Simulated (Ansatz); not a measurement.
**Si: from the start to rest**

Wanted: the geometry at rest of Si (a borrowed structure type, volume estimated), relaxing the atoms in a fixed cell, and its electronic structure there.

Computed, not measured: Ansatz 0.2.0, DFT, r2SCAN, no spin polarisation, plane waves, PAW.

## (1) Geometry

It takes space group Fd-3m (No. 227, cubic). The conventional cell has a = 5.467 Å, b = 5.467 Å, c = 5.467 Å, α = 90.00°, β = 90.00°, γ = 90.00°. Around Si (site symmetry -43m) lie 4 Si at 2.37 Å.

As a file:

```cif
data_structure
_symmetry_space_group_name_H-M 'P 1'
_symmetry_Int_Tables_number 1
_cell_length_a 3.8655
_cell_length_b 3.8655
_cell_length_c 3.8655
_cell_angle_alpha 60.000
_cell_angle_beta 60.000
_cell_angle_gamma 60.000
_cell_volume 40.84
loop_
_atom_site_label
_atom_site_type_symbol
_atom_site_fract_x
_atom_site_fract_y
_atom_site_fract_z
_atom_site_occupancy
Si1 Si 0.00000 0.00000 0.00000 1
Si2 Si 0.25000 0.25000 0.25000 1
```

The first density is read from a saved solution for the starting cell.

## (2) Relaxing

input.yaml

```yaml
crystal:
  lattice:
    - [0.0, 2.733336, 2.733336]
    - [2.733336, 0.0, 2.733336]
    - [2.733336, 2.733336, 0.0]
  atoms:
    - { symbol: Si, position: [0.0, 0.0, 0.0] }
    - { symbol: Si, position: [0.25, 0.25, 0.25] }
  symmetry: { tolerance: 0.0003 }
kpoints:
  mp_grid: { grid: [8, 8, 8], shift: [0, 0, 0] }
magnetization:
  spin_polarized: false
scf:
  occupations: { method: fermi_dirac }
  lower_state_search: "off"
hamiltonian:
  pseudopotentials: { kind: paw }
  xc: r2scan
basis:
  ecutwfc: 500
  fft_grid_basis: typed
relax:
  max_steps: 60
  f_tol: 0.03
output:
  forces: true
  stress: true
  eigenvalues: true
  bader: true
  populations: true
  elf: true
  write_potential: true
  volumetric_format: npy
  dos:
    e_range: [-12, 8]
    de: 0.05
    projected: { site_lists: { Si: [Si] } }
checkpoint:
  read: saved_state
```

Started as:

```
$ ansatz run input.yaml --threads 2 --pin off --max-ram 3584MiB --backend cpu --events-out ev --progress --plain --runs-dir out
```

**Question.** What will these runs give? Wanted: moves; energy gained; largest move; pressure left in the fixed cell; gap; least direct gap.

**Answer**, as computed:

```
                            quantity              value
                               moves                  0
                       energy gained       0.0 meV/atom
                        largest move             0.00 Å
space group (0.01 Å), before / after      Fd-3m / Fd-3m
     pressure left in the fixed cell           -1.2 GPa
                          gap (mesh)  0.83 eV, indirect
                    least direct gap            2.73 eV
```

What this shows: In the fixed cell the atoms end where they began within the cell. The run held to 48 symmetry operations, so a lower structure without them is not ruled out. There is a gap of 0.83 eV, with the least direct gap at 2.73 eV; within 0.7 eV of the edges the states project mainly on Si p (97 %) below and Si p (57 %) and Si s (28 %) above. Gaps from semilocal functionals tend to lie below the measured ones.

Caveats: the SCF threshold is loose for a stress.
